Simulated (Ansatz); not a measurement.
# Mercury, dhcp under r²SCAN: structure, energy and stiffness

Aim: take mercury in the dhcp structure, relax it, solve it on a dense k-mesh, then scale the cell to 7 volumes from 88 to 112 % of the relaxed one and try a fit of the equation of state. Spin polarisation is left out. The k-meshes are 11×11×3 for the relaxation; 14×14×4 for the dense run; 12×12×4 for the volumes.

Program: Ansatz 0.2.0. Level of theory: DFT r2SCAN, plane waves (500 eV) with PAW, scalar-relativistic; the PAW data stem from PBE, with regenerated cores. These are calculated values, not measurements.

## 1. The starting structure

The structure is hexagonal, space group P6_3/mmc (No. 194). The conventional cell has a = 3.195 Å, b = 3.195 Å, c = 10.436 Å, α = 90.00°, β = 90.00°, γ = 120.00°. Hg (site symmetry -3m) has 12 Hg at 3.20 Å as nearest neighbours. Hg (site symmetry -6m2) has 12 Hg at 3.20 Å as nearest neighbours.

Structure file:

```cif
data_structure
_symmetry_space_group_name_H-M 'P 1'
_symmetry_Int_Tables_number 1
_cell_length_a 3.1955
_cell_length_b 3.1955
_cell_length_c 10.4364
_cell_angle_alpha 90.000
_cell_angle_beta 90.000
_cell_angle_gamma 120.000
_cell_volume 92.29
loop_
_atom_site_label
_atom_site_type_symbol
_atom_site_fract_x
_atom_site_fract_y
_atom_site_fract_z
_atom_site_occupancy
Hg1 Hg 0.00000 0.00000 0.00000 1
Hg2 Hg 0.00000 0.00000 0.50000 1
Hg3 Hg 0.33333 0.66667 0.25000 1
Hg4 Hg 0.66667 0.33333 0.75000 1
```

## 2. Relaxing cell and atoms

File input.yaml:

```yaml
crystal:
  lattice:
    - [3.195482737, 0.0, 0.0]
    - [-1.5977413685, 2.7673692276, 0.0]
    - [0.0, 0.0, 10.436446619]
  atoms:
    - { symbol: Hg, position: [0.0, 0.0, 0.0] }
    - { symbol: Hg, position: [0.0, 0.0, 0.5] }
    - { symbol: Hg, position: [0.3333333333, 0.6666666667, 0.25] }
    - { symbol: Hg, position: [0.6666666667, 0.3333333333, 0.75] }
hamiltonian:
  xc: r2scan
  pseudopotentials:
    kind: paw
    azcp:
      Hg: "pseudopotentials/Hg.paw.azcp"
basis:
  ecutwfc: 500
  fft_grid_basis: typed
kpoints:
  mp_grid: { grid: [11, 11, 3], shift: [0, 0, 0] }
magnetization:
  spin_polarized: false
scf:
  occupations: { method: fermi_dirac, width: 0.1 }
relax:
  max_steps: 60
  f_tol: 0.01
  cell: {}
```

Run with:

```
> ansatz run input.yaml --threads 1 --pin off --max-ram 3584MiB --backend cpu --events-out ev --progress --plain --runs-dir out
```

The runs that follow: The energy on a finer k-mesh; Equation of state: 88 %; Equation of state: 92 %; Equation of state: 96 %; Equation of state: 100 %; Equation of state: 104 %; Equation of state: 108 %; Equation of state: 112 %.

What does the calculation give? Wanted: space group; conventional cell; volume; shortest distance; gap on the mesh; V₀, B₀, B₀′.

The runs gave:

| quantity | value |
| --- | --- |
| space group (spins left aside) | P6_3/mmc (No. 194) |
| conventional cell | a = 3.411 Å, c = 10.918 Å (c/a = 3.200) |
| volume | 27.510 Å³/atom |
| shortest distance | 3.366 Å |
| gap on the mesh | none (levels filled in part) |
| V₀, B₀, B₀′ | 27.893 Å³/atom, 13.9 GPa, 4.4 |

In words: From the guessed start the volume grew by 19.2 % in 8 steps. No gap shows: it is a metal or semimetal at this level. B₀ comes out at 13.9 GPa, a soft solid; letting shape and positions relax at each volume could only lower it. The symmetry was held, so the structure may be unstable against distortions that break it.
